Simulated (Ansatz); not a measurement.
# TeH2Se (SMILES [SeH][TeH]): a rigid scan of the bond length Te2–H4

An exercise on one series of results from a longer session: the logs are not shown, and one member is left open.

The runs use Ansatz 0.2.0, Gaussian basis; single points in def2-TZVPP.

Levels: PBE-D4, r2SCAN-D4, PBE0-D4, B3LYP-D4, wB97M-V, Hartree-Fock, MP2, CCSD, CCSD(T). The scan takes 1.464, 1.522, 1.606, 1.705, 1.815, 1.933, 2.059, 2.191, 2.329 Å.

Cores are frozen in the correlated methods. Filled d shells of the heavier atoms are correlated. Core potentials replace the inner electrons past krypton, and spin-orbit coupling is left out. B3LYP uses VWN-RPA correlation.

29 further runs of the same task are left out: 29 set aside as unsound or not needed.

**The system as given**

The minimum, relaxed at PBE0-D4: SMILES `[SeH][TeH]`, 4 atoms, charge 0, spin multiplicity 1.

Atoms are counted from 1 here; the program's logs count them from 0.

Bond lengths: Se1–Te2 2.509 Å, Se1–H3 1.471 Å, Te2–H4 1.663 Å. Angles: Te2–Se1–H3 96.0°, Se1–Te2–H4 95.7°.

As a file:

```xyz
4
charge 0, multiplicity 1
Se    0.44789   -1.24241    0.37468
Te    0.58848    1.23503    0.00347
H    -0.84038   -1.21976    1.08516
H    -0.19599    1.22716   -1.46331
```

Energies of the minimum (eV), from earlier single points: PBE-D4 -72666.02318, r2SCAN-D4 -72678.49625, PBE0-D4 -72668.58895, B3LYP-D4 -72679.60965, wB97M-V -72671.30437, CCSD(T) -72621.05662.

At the minimum the bond length Te2–H4 is 1.663 Å.

Set-up of the first run:

File ccsdt-tzvpp/in.yaml:

```yaml
crystal:
  periodic: [false, false, false]
  atoms:
    - {symbol: Se, position_ang: [0.447890, -1.242409, 0.374680]}
    - {symbol: Te, position_ang: [0.588478, 1.235025, 0.003465]}
    - {symbol: H, position_ang: [-0.840379, -1.219763, 1.085159]}
    - {symbol: H, position_ang: [-0.101952, 1.228100, -1.287486]}
basis:
  gaussian: {orbitals: def2-TZVPP}
correlation: {method: ccsd_t}
```

The command line of these runs was not kept.

Among the steps run: Te2–H4 = 1.464 Å; Te2–H4 = 1.522 Å; Te2–H4 = 1.606 Å; Te2–H4 = 1.705 Å; Te2–H4 = 1.815 Å; Te2–H4 = 1.933 Å; Te2–H4 = 2.059 Å; Te2–H4 = 2.191 Å; Te2–H4 = 2.329 Å.

One of the session's tables, all rows but one given; the rest of the session is left out.

It belongs to the step «The curves». Energies less that of the minimum at the same level (eV):

| bond length (Å) | PBE-D4 | PBE0-D4 | B3LYP-D4 | wB97M-V | Hartree-Fock |
| --- | --- | --- | --- | --- | --- |
| 1.464 | 0.497 | 0.447 | 0.460 | 0.414 | 0.405 |
| 1.522 | 0.242 | 0.205 | 0.216 | 0.182 | 0.170 |
| 1.606 | 0.046 | 0.030 | 0.035 | 0.020 | 0.013 |
| 1.663 (minimum) | 0.000 | 0.000 | 0.000 | 0.000 | 0.000 |
| 1.705 | 0.001 | 0.013 | 0.009 | 0.020 | 0.027 |
| 1.815 | ? | ? | ? | ? | ? |
| 1.933 | 0.326 | 0.410 | 0.378 | 0.456 | 0.518 |
| 2.059 | 0.620 | 0.749 | 0.694 | 0.820 | 0.923 |
| 2.191 | 0.954 | 1.131 | 1.051 | 1.231 | 1.381 |
| 2.329 | 1.307 | 1.536 | 1.431 | 1.663 | 1.865 |

**Question.** Estimate the row for bond length (Å) = 1.815.

Worked estimate for «PBE-D4». A straight line through the neighbours (1.705, 0.001) and (1.933, 0.326) gives 0.001 + (0.326 − 0.001) × (1.815 − 1.705) / (1.933 − 1.705) = 0.158; a parabola fitted to 4 rows on both sides gives 0.110.

As computed: PBE-D4: 0.106; PBE0-D4: 0.152; B3LYP-D4: 0.136; wB97M-V: 0.177; Hartree-Fock: 0.207. In «PBE-D4» the line misses by +0.052 and the parabola by +0.004.

To keep in mind: A polynomial through the near points puts the CCSD(T) minimum 0.010 Å below the PBE0-D4 value.
